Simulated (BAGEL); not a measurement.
# HF/6-31G(d) (density fitting with qzvpp-jkfit, spherical functions) run of GeNH4Cl (SMILES [NH2][GeH2][Cl])

Aim: the energy change on altering one bond length of GeNH4Cl at HF/6-31G* (density fitting with qzvpp-jkfit, spherical functions), from 2 runs. 

Program for the calculation: BAGEL 1.2.2.

2 further runs of the same task are left out: 1 that didn't finish, 1 set aside as unsound or not needed.

## 1. The molecule

The species is GeNH4Cl (7 atoms), meant as a singlet with charge 0. SMILES: `[NH2][GeH2][Cl]`. The shape is that of a PBE0-D4/def2-TZVP optimisation. This is one conformer, not always the lowest.

Bond lengths: N1–Ge2 1.818 Å, Ge2–Cl3 2.176 Å, N1–H4 1.010 Å, N1–H5 1.010 Å, Ge2–H6 1.530 Å, Ge2–H7 1.530 Å. Angles: N1–Ge2–Cl3 112.8°, N1–Ge2–H6 108.7°, N1–Ge2–H7 108.7°, Cl3–Ge2–H6 105.8°, Cl3–Ge2–H7 105.8°, Ge2–N1–H4 115.0°, Ge2–N1–H5 115.0°, H6–Ge2–H7 115.1°, H4–N1–H5 109.1°.

## 2. The energy at HF/6-31G(d) (density fitting with qzvpp-jkfit, spherical functions)

File job.json:

```json
{ "bagel" : [

{
  "title" : "molecule",
  "basis" : "6-31gs.json",
  "df_basis" : "qzvpp-jkfit",
  "angstrom" : true,
  "geometry" : [
    { "atom" : "N", "xyz" : [   -0.792900,    0.515500,   -0.722700 ] },
    { "atom" : "Ge", "xyz" : [    0.579900,    0.003300,    0.353200 ] },
    { "atom" : "Cl", "xyz" : [    0.394500,   -2.054600,    1.034500 ] },
    { "atom" : "H", "xyz" : [   -1.700900,    0.526800,   -0.279600 ] },
    { "atom" : "H", "xyz" : [   -0.858900,    0.014700,   -1.597700 ] },
    { "atom" : "H", "xyz" : [    0.559300,    0.864900,    1.617200 ] },
    { "atom" : "H", "xyz" : [    1.880200,    0.061300,   -0.450600 ] }
  ]
},
{ "title" : "hf" },
{ "title" : "print", "file" : "orbitals.molden", "orbitals" : true }

]}
```

The basis set 6-31G* is read from a file made from the Basis Set Exchange's data (not shown).

Started as:

```console
BAGEL_NUM_THREADS=1 BAGEL job.json > job.out
```

What it wrote:

```text
* using 1 threads per process

  ===============================================================
  ===============================================================

  *** Geometry ***

  { "atom" : "N", "xyz" : [     -1.498364,      0.974154,     -1.365705 ] },
  { "atom" : "Ge", "xyz" : [      1.095852,      0.006236,      0.667451 ] },
  { "atom" : "Cl", "xyz" : [      0.745497,     -3.882631,      1.954922 ] },
  { "atom" : "H", "xyz" : [     -3.214235,      0.995508,     -0.528367 ] },
  { "atom" : "H", "xyz" : [     -1.623086,      0.027779,     -3.019215 ] },
  { "atom" : "H", "xyz" : [      1.056924,      1.634424,      3.056065 ] },
  { "atom" : "H", "xyz" : [      3.553063,      0.115840,     -0.851511 ] },

  Number of auxiliary basis functions:      543

  Since a DF basis is specified, we compute 2- and 3-index integrals:
    o Being stored without compression. Storage requirement is 0.023 GB

  Number of basis functions:       72
  Number of electrons      :       60

    * METHOD: MOLECULE                             0.26

  *** RHF ***

  === Nuclear Repulsion ===
   274.8234797802

      * DIIS with orbital gradients will be used.

  === RHF iteration (6-31gs.json) ===
      0      -2591.22598422          0.01865783           0.07
      1      -2591.33148274          0.01118305           0.07
      2      -2591.37914343          0.00124532           0.07
      3      -2591.38008330          0.00032228           0.07
      4      -2591.38015485          0.00007302           0.07
      5      -2591.38016026          0.00002813           0.07
      6      -2591.38016101          0.00001188           0.07
      7      -2591.38016118          0.00000255           0.07
      8      -2591.38016119          0.00000105           0.07
      9      -2591.38016119          0.00000033           0.07
     10      -2591.38016119          0.00000009           0.07
     11      -2591.38016119          0.00000004           0.07
     12      -2591.38016119          0.00000001           0.07
     13      -2591.38016119          0.00000001           0.07
    * SCF iteration converged.

    * Permanent dipole moment:
           (    0.239963,    -0.593915,     0.384212) a.u.

    * METHOD: HF                                   1.18

    * METHOD: PRINT                                0.01

  ===============================================================
```

Run time: 1.6 s. Hardware: 1 thread of Arm Neoverse V2, shared host; peak memory 0.12 GiB.

## 3. The distorted shape, same level

File calc.json:

```json
{ "bagel" : [

{
  "title" : "molecule",
  "basis" : "6-31gs.json",
  "df_basis" : "qzvpp-jkfit",
  "angstrom" : "true",
  "geometry" : [
    { "atom" : "N", "xyz" : [      -1.443071,       0.486499,      -0.320787 ] },
    { "atom" : "Ge", "xyz" : [      -0.070271,      -0.025701,       0.755113 ] },
    { "atom" : "Cl", "xyz" : [      -0.255671,      -2.083601,       1.436413 ] },
    { "atom" : "H", "xyz" : [      -2.351071,       0.497799,       0.122313 ] },
    { "atom" : "H", "xyz" : [      -1.509071,      -0.014301,      -1.195787 ] },
    { "atom" : "H", "xyz" : [      -0.090871,       0.835899,       2.019113 ] },
    { "atom" : "H", "xyz" : [       1.880200,       0.061300,      -0.450600 ] }
  ]
},

{
  "title" : "hf"
},

{
  "title" : "print",
  "file" : "orbitals.molden",
  "orbitals" : "true"
}

]}
```

The basis set 6-31G* is read from a file made from the Basis Set Exchange's data (not shown).

Started as:

```console
BAGEL_NUM_THREADS=1 BAGEL calc.json > calc.out
```

What it wrote:

```text
* using 1 threads per process

  ===============================================================
  ===============================================================

  *** Geometry ***

  { "atom" : "N", "xyz" : [     -2.727009,      0.919350,     -0.606200 ] },
  { "atom" : "Ge", "xyz" : [     -0.132793,     -0.048568,      1.426957 ] },
  { "atom" : "Cl", "xyz" : [     -0.483148,     -3.937435,      2.714427 ] },
  { "atom" : "H", "xyz" : [     -4.442880,      0.940704,      0.231138 ] },
  { "atom" : "H", "xyz" : [     -2.851731,     -0.027025,     -2.259710 ] },
  { "atom" : "H", "xyz" : [     -0.171721,      1.579620,      3.815571 ] },
  { "atom" : "H", "xyz" : [      3.553063,      0.115840,     -0.851511 ] },

  Number of auxiliary basis functions:      543

  Since a DF basis is specified, we compute 2- and 3-index integrals:
    o Being stored without compression. Storage requirement is 0.023 GB

  Number of basis functions:       72
  Number of electrons      :       60

    * METHOD: MOLECULE                             0.27

  *** RHF ***

  === Nuclear Repulsion ===
   270.2928112203

      * DIIS with orbital gradients will be used.

  === RHF iteration (6-31gs.json) ===
      0      -2591.14036949          0.01850769           0.07
      1      -2591.24528326          0.01133697           0.07
      2      -2591.29437705          0.00126038           0.07
      3      -2591.29551486          0.00035180           0.07
      4      -2591.29561302          0.00008578           0.07
      5      -2591.29562267          0.00003043           0.07
      6      -2591.29562374          0.00001312           0.07
      7      -2591.29562392          0.00000300           0.07
      8      -2591.29562393          0.00000105           0.07
      9      -2591.29562393          0.00000038           0.07
     10      -2591.29562393          0.00000011           0.07
     11      -2591.29562393          0.00000004           0.07
     12      -2591.29562393          0.00000002           0.07
     13      -2591.29562393          0.00000001           0.07
    * SCF iteration converged.

    * Permanent dipole moment:
           (    0.759039,    -0.501067,     0.072462) a.u.

    * METHOD: HF                                   1.20

    * METHOD: PRINT                                0.01

  ===============================================================
```

Run time: 1.6 s. Hardware: 1 thread of Arm Neoverse V2, shared host; peak memory 0.12 GiB.

## 4. Outcome

Level: HF/6-31G* (density fitting with qzvpp-jkfit, spherical functions).

| quantity | value |
| --- | --- |
| first shape: total energy | -2591.38016 Eh |
| first shape: dipole moment | 1.90 D |
| first shape: HOMO energy | -11.35 eV |
| first shape: LUMO energy | 3.65 eV |
| first shape: HOMO–LUMO gap | 15.00 eV |
| distorted shape: total energy | -2591.29562 Eh |
| distorted shape: dipole moment | 2.32 D |
| distorted shape: HOMO energy | -10.40 eV |
| distorted shape: LUMO energy | 1.68 eV |
| distorted shape: HOMO–LUMO gap | 12.08 eV |
| energy change with the Ge2–H7 bond stretched from 1.530 to 2.295 Å | 2.300 eV |

In words: With the Ge2–H7 bond stretched from 1.530 to 2.295 Å the energy rises by 2.30 eV (222 kJ/mol). The first shape isn't relaxed at this level, so the change isn't measured from a minimum.
